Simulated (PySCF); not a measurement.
# How the numerical set-up moves the result for BeB

The method stays; parts of the set-up, such as the basis or the Hamiltonian, are changed.

The runs use PySCF 2.14.0; method and basis as typed in the scripts.

5 further runs of the same task are left out: 5 that didn't finish.

### 1 The system as given

BeB: 2 atoms, charge 0, spin multiplicity 2.

Bond lengths: Be1–B2 1.864 Å.

### 2 The base run

input.py reads:

```python
from pyscf import gto, scf

mol = gto.M(
    atom='Be 0 0 0; B 0 0 1.864',
    basis='def2-tzvp',
    charge=0,
    spin=1,
    verbose=4,
)
mf = scf.ROHF(mol)
mf.kernel()
mf.dip_moment()
print('orbital energies (hartree):', mf.mo_energy[..., max(0, mol.nelec[1]-3):mol.nelec[0]+3].round(4))
```

Launch:

```bash
$ OMP_NUM_THREADS=1 python input.py
```

Its log is not repeated here.

It gives: E(SCF) = -39.089592 Eh, 10 cycles, μ = 2.40 D.

The bond length is a typed value, not an optimised one.

### 3 Cartesian functions on

Edit 1 changes Cartesian functions: off → on.

input.py reads:

```python
from pyscf import gto, scf

mol = gto.M(
    atom='Be 0 0 0; B 0 0 1.864',
    basis='def2-tzvp',
    charge=0,
    spin=1,
    cart=True,
    verbose=4,
)
mf = scf.ROHF(mol)
mf.kernel()
mf.dip_moment()
print('orbital energies (hartree):', mf.mo_energy[..., max(0, mol.nelec[1]-3):mol.nelec[0]+3].round(4))
```

Launch:

```bash
$ OMP_NUM_THREADS=1 python input.py
```

### 4 Spin-free X2C on

Edit 2 changes spin-free X2C: off → on.

input.py: that of step 2 with these lines changed.

```diff
@@ -10,2 +10,3 @@
 mf = scf.ROHF(mol)
+mf = mf.sfx2c1e()
 mf.kernel()
```

### 5 Sbkjc (core potential on)

Edit 3 changes basis set: def2-tzvp → sbkjc; core potential: off → on. The core potential changes with it: totals don't compare.

input.py: that of step 2 with these lines changed.

```diff
@@ -4,3 +4,4 @@
     atom='Be 0 0 0; B 0 0 1.864',
-    basis='def2-tzvp',
+    basis='sbkjc',
+    ecp={'Be': 'sbkjc', 'B': 'sbkjc'},
     charge=0,
```

### 6 Def2-svpd

Edit 4 changes basis set: def2-tzvp → def2-svpd.

input.py: that of step 2 with these lines changed.

```diff
@@ -4,3 +4,3 @@
     atom='Be 0 0 0; B 0 0 1.864',
-    basis='def2-tzvp',
+    basis='def2-svpd',
     charge=0,
```

### 7 6-311g**

Edit 5 changes basis set: def2-tzvp → 6-311g**.

input.py: that of step 2 with these lines changed.

```diff
@@ -4,3 +4,3 @@
     atom='Be 0 0 0; B 0 0 1.864',
-    basis='def2-tzvp',
+    basis='6-311g**',
     charge=0,
```

### 8 Density fitting auto

Edit 6 changes density fitting: none → auto.

input.py: that of step 2 with these lines changed.

```diff
@@ -10,2 +10,3 @@
 mf = scf.ROHF(mol)
+mf = mf.density_fit()
 mf.kernel()
```

Q: Predict the outcome of this session. Wanted: for each run, E(SCF); from base; SCF dipole.

The runs gave:

```
                      run  E(SCF) (hartree)  from base (eV)  cycles  SCF dipole (D)  functions
                     base        -39.089592               0      10            2.40         50
   Cartesian functions on        -39.089834         -0.0066      11            2.40         56
         spin-free X2C on        -39.098535         -0.2434      10            2.39         50
sbkjc (core potential on)         -3.474695  not comparable      11            2.18         16
                def2-svpd        -39.040331         +1.3405      11            2.66         32
                 6-311g**        -39.087096         +0.0679      11            2.20         36
     density fitting auto        -39.089594          0.0000      10            2.40         50
```

What this shows: With density fitting auto the SCF ends at the base energy. Of the runs whose energies can be compared, “def2-svpd” moves the SCF energy most (+1.340 eV). Scalar relativity lowers the total energy by 0.24 eV, nearly all of it in the inner shells; a basis contracted without relativity catches only part of it. def2-svpd (32 functions) gives an energy 1.34 eV higher than def2-tzvp (50). 6-311g** (36 functions) gives an energy 0.07 eV higher than def2-tzvp (50).
